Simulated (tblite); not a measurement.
# O21Zn21 ((4,4) ZnO nanotube piece): the cost of one run

Programs: tblite 0.8.0 and PySCF 2.14.0, with routines of our own; each step states its level. All values are computed. Atoms count from 0.

## (1) The starting structure

42 atoms, charge 0, multiplicity 1; geometry from: force field, distance geometry or constructed start.

## (2) Relaxing the molecule with GFN2-xTB

The job: settings as JSON, then the geometry in Å.

```
{"job": {"kind": "relax", "xc": "GFN2-xTB", "basis": "xTB"}, "charge": 0, "multiplicity": 1}
Zn     3.477500    -0.045100    -4.709800
O      2.982500     1.776400    -4.715100
Zn     2.413400     2.524100    -3.059300
O      0.778400     3.471400    -3.066500
O     -1.979500     3.102700    -1.409100
Zn    -2.734400     2.525900    -3.062900
O     -3.671600     0.899000    -3.063600
O     -3.305300    -1.857600    -1.411000
Zn    -2.728400    -2.615000    -3.060700
O     -1.104800    -3.554300    -3.058700
O      1.653500    -3.191700    -1.414600
Zn     2.405700    -2.614900    -3.060300
O      3.345400    -0.983100    -3.055300
Zn     3.474800    -0.043900    -1.415200
O      2.983500     1.778900    -1.412300
Zn     2.406300     2.527000     0.241700
O      0.779500     3.468900     0.236300
Zn    -0.162600     3.587400    -1.413500
O     -1.979100     3.105700     1.885800
Zn    -2.728300     2.527300     0.238100
O     -3.674000     0.901100     0.236900
Zn    -3.796400    -0.041800    -1.412700
O     -3.305300    -1.855700     1.889900
Zn    -2.735300    -2.617200     0.233900
O     -1.101500    -3.550900     0.236300
Zn    -0.167600    -3.678200    -1.410000
O      1.656300    -3.188200     1.882600
Zn     2.407600    -2.612300     0.236600
O      3.349400    -0.983400     0.233400
Zn     3.473700    -0.042900     1.886700
O      2.989300     1.774400     1.882200
Zn     2.406300     2.527700     3.531400
O      0.778100     3.467100     3.529300
Zn    -0.159400     3.589500     1.887000
Zn    -2.729900     2.528200     3.527900
O     -3.671200     0.899500     3.528300
Zn    -3.796300    -0.043200     1.879200
Zn    -2.730200    -2.610400     3.528600
O     -1.100900    -3.557400     3.531100
Zn    -0.166300    -3.673900     1.884500
Zn     2.408100    -2.615200     3.535000
O      3.354700    -0.989400     3.534900
```

Launch:

```sh
$ OMP_NUM_THREADS=8 python large_run.py task.json out
```

This one command runs all jobs of the session in turn.

**Question.** How long does this first job take on 8 threads of Intel Xeon 6975P-C, shared host, and how much memory does it need?

About 42 s, with a peak of 0.16 GiB.
